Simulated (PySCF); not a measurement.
# GeCl: the SCF solver's settings

Do solver options change the result for GeCl, or only the number of cycles?

Method: each script names its method and basis; program: PySCF 2.14.0.

4 further runs of the same task are left out: 4 that didn't finish.

## (1) The system as given

GeCl: 2 atoms, charge 0, spin multiplicity 2.

Bond lengths: Ge1–Cl2 2.130 Å.

## (2) The base run

Contents of input.py:

```python
from pyscf import gto, dft

mol = gto.M(
    atom='Ge 0 0 0; Cl 0 0 2.13',
    basis='lanl2dz',
    ecp={'Ge': 'lanl2dz', 'Cl': 'lanl2dz'},
    charge=0,
    spin=1,
    verbose=4,
)
mf = dft.UKS(mol, xc='pbe')
mf.kernel()
mf.mulliken_pop()
mf.dip_moment()
print('orbital energies (hartree):', [e[max(0, n-3):n+3].round(4) for e, n in zip(mf.mo_energy, mol.nelec)])
```

Command:

```bash
> python input.py
```

Its log is not repeated here.

Base result: E(SCF) = -18.698050 Eh, 9 cycles, ⟨S²⟩ = 0.751, μ = 1.71 D.

The bond length is a typed value, not an optimised one.

## (3) Damping 0.2

Variant 1 changes damping: none → 0.2.

Contents of input.py:

```python
from pyscf import gto, dft

mol = gto.M(
    atom='Ge 0 0 0; Cl 0 0 2.13',
    basis='lanl2dz',
    ecp={'Ge': 'lanl2dz', 'Cl': 'lanl2dz'},
    charge=0,
    spin=1,
    verbose=4,
)
mf = dft.UKS(mol, xc='pbe')
mf.damp = 0.2
mf.diis_start_cycle = 8
mf.kernel()
mf.mulliken_pop()
mf.dip_moment()
print('orbital energies (hartree):', [e[max(0, n-3):n+3].round(4) for e, n in zip(mf.mo_energy, mol.nelec)])
```

Command:

```bash
> python input.py
```

## (4) DIIS space 20

Variant 2 changes DIIS space: default → 20.

input.py: that of step 2 with these lines changed.

```diff
@@ -11,2 +11,3 @@
 mf = dft.UKS(mol, xc='pbe')
+mf.diis_space = 20
 mf.kernel()
```

Q: Predict the outcome of this session. Wanted: for each run, E(SCF); from base; gap, α spin; SCF dipole.

**Answer**, as computed:

| run | E(SCF) (hartree) | from base (eV) | cycles | gap, α spin (eV) | SCF dipole (D) |
| --- | --- | --- | --- | --- | --- |
| base | -18.698050 | 0 | 9 | 0.09 | 1.71 |
| damping 0.2 | -18.698050 | 0.0000 | 17 | 0.09 | 1.71 |
| DIIS space 20 | -18.698050 | 0.0000 | 9 | 0.09 | 1.71 |

Distance from each run's final energy (log10 hartree) by cycle:

| run | cycle 1 | cycle 2 | cycle 3 | cycle 5 | cycle 8 | cycle 12 |
| --- | --- | --- | --- | --- | --- | --- |
| base | 0.2 | 0.1 | -1.8 | -5.1 | -10.2 | done |
| damping 0.2 | 0.2 | -0.1 | 0.4 | 0.4 | 0.5 | -2.9 |
| DIIS space 20 | 0.2 | 0.1 | -1.8 | -5.1 | -10.2 | done |

What this shows: With damping 0.2 or DIIS space 20 the SCF ends at the base energy. The base needs 9 cycles and the run with damping 0.2 needs 17. The cycles with DIIS space 20 repeat those of the base digit for digit, so the setting never acted.
